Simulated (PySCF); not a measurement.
# AlSe: the SCF solver's settings

The same problem is solved with other solver options, one edit a run.

Computed with PySCF 2.14.0. Level: each script names its method and basis.

### Step 1. The system as given

AlSe: 2 atoms, charge 0, spin multiplicity 2.

Bond lengths: Al1–Se2 2.310 Å.

### Step 2. Base script

The input, input.py:

```python
from pyscf import gto, scf, mp

mol = gto.M(
    atom='Al 0 0 0; Se 0 0 2.31',
    basis='cc-pvdz-dk',
    charge=0,
    spin=1,
    symmetry=True,
    verbose=4,
)
mf = scf.UHF(mol)
mf = mf.sfx2c1e()
mf.kernel()
mp.MP2(mf, frozen=14).kernel()
mf.dip_moment()
print('orbital energies (hartree):', [e[max(0, n-3):n+3].round(4) for e, n in zip(mf.mo_energy, mol.nelec)])
```

Command:

```
$ python input.py
```

The log of this run is left out.

It gives: E(SCF) = -2670.354289 Eh, 15 cycles, E(MP2) − E(SCF) = -0.16327 Eh, ⟨S²⟩ = 0.799, μ = 4.33 D (of the SCF density).

The bond length is a typed value, not an optimised one.

### Step 3. Initial guess hcore

Variant 1 changes initial guess: minao → hcore.

The input, input.py:

```python
from pyscf import gto, scf, mp

mol = gto.M(
    atom='Al 0 0 0; Se 0 0 2.31',
    basis='cc-pvdz-dk',
    charge=0,
    spin=1,
    symmetry=True,
    verbose=4,
)
mf = scf.UHF(mol)
mf = mf.sfx2c1e()
mf.init_guess = 'hcore'
mf.kernel()
mp.MP2(mf, frozen=14).kernel()
mf.dip_moment()
print('orbital energies (hartree):', [e[max(0, n-3):n+3].round(4) for e, n in zip(mf.mo_energy, mol.nelec)])
```

Command:

```
$ python input.py
```

### Step 4. Initial guess mod_huckel

Variant 2 changes initial guess: minao → mod_huckel.

Changes to input.py since step 2:

```diff
@@ -12,2 +12,3 @@
 mf = mf.sfx2c1e()
+mf.init_guess = 'mod_huckel'
 mf.kernel()
```

### Step 5. Damping 0.8

Variant 3 changes damping: none → 0.8.

Changes to input.py since step 2:

```diff
@@ -12,2 +12,4 @@
 mf = mf.sfx2c1e()
+mf.damp = 0.8
+mf.diis_start_cycle = 8
 mf.kernel()
```

Q: Predict the outcome of this session. Wanted: for each run, E(SCF); from base; gap, α spin; SCF dipole; after the SCF.

As calculated:

```
                     run  E(SCF) (hartree)  from base (eV)  cycles  gap, α spin (eV)  SCF dipole (D)                           after the SCF
                    base      -2670.354289               0      15              9.59            4.33  MP2 correlation -4.443 eV, core frozen
     initial guess hcore      -2670.354289          0.0000      16              9.59            4.33  MP2 correlation -4.443 eV, core frozen
initial guess mod_huckel      -2670.354289          0.0000      13              9.59            4.33  MP2 correlation -4.443 eV, core frozen
             damping 0.8      -2670.354289          0.0000      20              9.59            4.33  MP2 correlation -4.443 eV, core frozen
```

Distance from each run's final energy (log10 hartree) by cycle:

```csv
run,cycle 1,cycle 2,cycle 3,cycle 5,cycle 8,cycle 12
base,-1.1,-1.4,-2.6,-3.9,-5.2,-8.0
initial guess hcore,1.0,0.6,-1.1,-2.4,-4.4,-7.2
initial guess mod_huckel,-1.6,-2.1,-2.6,-3.2,-6.1,-9.8
damping 0.8,-1.1,-1.4,-1.6,-2.1,-2.9,-4.6
```

No change of the SCF energy comes from initial guess hcore or initial guess mod_huckel or damping 0.8. The base needs 15 cycles and the run with damping 0.8 needs 20.
